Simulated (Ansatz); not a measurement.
# C2H5NTe: a ladder of functionals and wavefunction methods

One table from this session's results is given with a row withheld; the runs are named, their logs left out.

Computed with Ansatz 0.2.0, Gaussian basis. Level: functionals in def2-TZVPP, the program's frozen cores in correlated methods.

Levels to be run: PBE-D4, r2SCAN-D4, PBE0-D4, B3LYP-D4, ωB97X-V, ωB97M-V, B2PLYP; CCSD(T)/def2-TZVPP; MP2/def2-QZVPP; extrapolation to the limit.

### Structure used throughout

All runs share one geometry, relaxed beforehand with PBE0-D4 in a triple-zeta def2 set. Te takes the def2 core potential; no spin-orbit term is included.

9 atoms, charge 0, spin multiplicity 1.

Atoms are counted from 1 here; the program's logs count them from 0.

Bond lengths: C1–N2 1.255 Å, C1–H5 1.098 Å, C1–H6 1.089 Å, N2–C3 1.421 Å, C3–Te4 2.193 Å, C3–H7 1.090 Å, C3–H8 1.092 Å, Te4–H9 1.658 Å. Angles: N2–C1–H5 122.8°, N2–C1–H6 118.8°, H5–C1–H6 118.5°, C1–N2–C3 123.2°, N2–C3–Te4 121.5°, N2–C3–H7 109.2°, N2–C3–H8 109.1°, Te4–C3–H7 105.5°, Te4–C3–H8 103.6°, H7–C3–H8 107.1°, C3–Te4–H9 93.6°.

Set-up of the first run:

in.yaml

```yaml
crystal:
  periodic: [false, false, false]
  atoms:
    - {symbol: C, position_ang: [-0.052582, 1.234055, -0.863586]}
    - {symbol: N, position_ang: [0.099506, 0.016654, -1.126360]}
    - {symbol: C, position_ang: [0.296177, -0.976558, -0.129764]}
    - {symbol: Te, position_ang: [0.444159, -0.452546, 1.994494]}
    - {symbol: H, position_ang: [-0.032437, 1.627874, 0.160776]}
    - {symbol: H, position_ang: [-0.203052, 1.932527, -1.685151]}
    - {symbol: H, position_ang: [-0.505990, -1.712129, -0.193421]}
    - {symbol: H, position_ang: [1.231501, -1.503036, -0.330026]}
    - {symbol: H, position_ang: [-1.188882, -0.213041, 2.155936]}
basis:
  gaussian: {orbitals: def2-TZVPP}
hamiltonian: {xc: pbe, dispersion: d4}
output: {forces: true, orbitals: {seedname: orbitals}}
```

Launch:

```sh
> ansatz run in.yaml --threads 4 --pin off --events-out ev --progress --plain --max-ram 10444MiB
```

Among the steps run: PBE-D4 (GGA); r2SCAN-D4 (meta-GGA); PBE0-D4 (hybrid); B3LYP-D4 (hybrid); ωB97X-V (range-separated); ωB97M-V (range-separated); B2PLYP (double hybrid); CCSD(T) in def2-TZVPP; MP2 in def2-QZVPP.

One table of the session follows, with a row left open; its other results are not shown here.

```
            method  atomisation energy (kJ/mol)
            PBE-D4                       3259.5
         r2SCAN-D4                       3145.0
           PBE0-D4                       3169.0
          B3LYP-D4                       3167.1
           ωB97X-V                       3153.7
           ωB97M-V                       3146.1
            B2PLYP                       3117.5
     HF/def2-TZVPP                       2124.7
    MP2/def2-TZVPP                            ?
   CCSD/def2-TZVPP                       2990.8
CCSD(T)/def2-TZVPP                       3056.0
           MP2/CBS                       3197.3
       CCSD(T)/CBS                       3157.1
```

Estimate the missing values for MP2/def2-TZVPP.

**Answer.** atomisation energy (kJ/mol): 3096.2. In the column «atomisation energy (kJ/mol)» it lies between CCSD(T)/def2-TZVPP (3056.0) and B2PLYP (3117.5).
